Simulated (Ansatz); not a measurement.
# CCo: the cost of one run

The runs use Ansatz 0.2.0, Gaussian basis; def2-TZVPP, core rule «outside noble gas», up to 10 orbitals frozen.

Plan: UHF; CCSD(T) on ROHF; CCSD(T) on UHF; CCSDT(Q) on ROHF; CCSDT(Q) on UHF; CASSCF and MRCISD+Q, 13 electrons in 10 orbitals; CASSCF and NEVPT2, 13 electrons in 10 orbitals.

7 further runs of the same task are left out: 2 for a known fault of the program, 5 set aside as unsound or not needed.

## (1) The system

The geometry is a PBE0/def2-TZVP stationary point (not a proven minimum) of the parent state, kept for this charge and spin.

2 atoms, charge 0, spin multiplicity 4.

Atoms are counted from 1 here; the program's logs count them from 0.

Bond lengths: Co1–C2 1.692 Å.

## (2) UHF

File in.yaml:

```yaml
crystal:
  periodic: [false, false, false]
  atoms:
    - {symbol: Co, position_ang: [0.000000, 0.000000, 0.000000]}
    - {symbol: C, position_ang: [0.000000, 0.000000, 1.692200]}
basis:
  gaussian: {orbitals: def2-TZVPP}
magnetization: {spin_polarized: true, initial_magnetization: 3}
hamiltonian: {xc: hf}
output: {orbitals: {seedname: orbitals}}
```

Started as:

```sh
> ansatz run in.yaml --threads 1 --pin off --events-out ev --progress --plain --max-ram 4096MiB --backend cpu
```

**Question.** How long does this run take on 1 thread of AMD EPYC 7R13, shared host, and how much memory does it need?

About 44 s, with a peak of 0.27 GiB.
